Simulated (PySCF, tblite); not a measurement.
# C₇H₁₅PSi: infrared bands and NMR shifts

Aim: predict the infrared bands and NMR shifts of C₇H₁₅PSi (`CC#CP(C)[Si](C)(C)C`).

Programs: tblite 0.8.0 and PySCF 2.14.0, with density-fitted response routines of our own. Each step states its level of theory. These are calculated values for one molecule in the gas phase, unless marked as measured. Atoms count from 0, in the outputs and in this text.

### Step 1. The molecule as given

24 atoms, charge 0, multiplicity 1; geometry from: GFN2-xTB.

Bonds of the start (Å): C0–C1 1.45, C1–C2 1.21, C2–P3 1.76, P3–C4 1.86, P3–Si5 2.27, Si5–C6 1.91, Si5–C7 1.91, Si5–C8 1.92, C0–H9 1.09, C0–H10 1.09, C0–H11 1.09, C4–H12 1.09, C4–H13 1.09, C4–H14 1.09, C6–H15 1.09, C6–H16 1.09, C6–H17 1.08, C7–H18 1.09, C7–H19 1.09, C7–H20 1.09, C8–H21 1.09, C8–H22 1.09, C8–H23 1.09.

### Step 2. Infrared spectrum with GFN2-xTB

Job settings and geometry (Å):

```
{"job": {"kind": "ir", "xc": "GFN2-xTB", "basis": "xTB"}, "charge": 0, "multiplicity": 1}
C      3.828552     0.332001    -1.211934
C      2.676135    -0.325913    -0.634683
C      1.698340    -0.823397    -0.135710
P      0.347615    -1.727480     0.534405
C      0.525672    -1.174851     2.302848
Si    -1.279305    -0.285586    -0.134508
C     -1.384906    -0.441263    -2.032865
C     -2.920211    -0.867033     0.655044
C     -0.950851     1.545843     0.329472
H      4.164723    -0.214094    -2.093646
H      4.641291     0.361587    -0.485844
H      3.578845     1.352966    -1.503562
H      0.646176    -0.096750     2.375744
H      1.397790    -1.660826     2.737571
H     -0.357377    -1.485366     2.857364
H     -1.539904    -1.474007    -2.328110
H     -0.467582    -0.100497    -2.502006
H     -2.204879     0.145963    -2.432860
H     -3.123728    -1.902147     0.398481
H     -3.755305    -0.269001     0.305317
H     -2.893940    -0.794914     1.738087
H     -1.038749     1.707496     1.400133
H      0.052399     1.837640     0.031152
H     -1.652534     2.212855    -0.162332
```

**Question.** This job is followed by: GIAO PBE0/pcSseg-1 NMR shielding, non-relativistic, gas phase. What will the session give for the following? strongest single infrared mode (GFN2-xTB); zero-point energy (GFN2-xTB); 13C shifts against TMS (PBE0/pcSseg-1, means over atoms taken as alike); 1H shifts against TMS (PBE0/pcSseg-1, means over atoms taken as alike); 31P shifts against H3PO4 (PBE0/pcSseg-1); 29Si shifts against TMS (PBE0/pcSseg-1).

As calculated:

| quantity | value |
| --- | --- |
| strongest single infrared mode (GFN2-xTB) | 854 cm⁻¹, 313 km/mol |
| zero-point energy (GFN2-xTB) | 122.3 kcal/mol |
| 13C shifts against TMS (PBE0/pcSseg-1, means over atoms taken as alike) | 108.3, 82.9, 9.0, 6.4, -2.0 ppm |
| 1H shifts against TMS (PBE0/pcSseg-1, means over atoms taken as alike) | 2.14, 1.19, 0.18 ppm |
| 31P shifts against H3PO4 (PBE0/pcSseg-1) | -163.0 ppm |
| 29Si shifts against TMS (PBE0/pcSseg-1) | 8.0 ppm |

What this shows: The lowest mode is slightly imaginary (14i cm⁻¹), a soft motion within the noise of the Hessian, so the minimum is not strictly shown. The strongest single mode, at 854 cm⁻¹, has its largest shares on H17, H19, Si5 and H23 (the list is cut at 4 atoms). Unscaled tight-binding wavenumbers are off by several per cent, some by more. Its intensities can rank the bands wrongly.
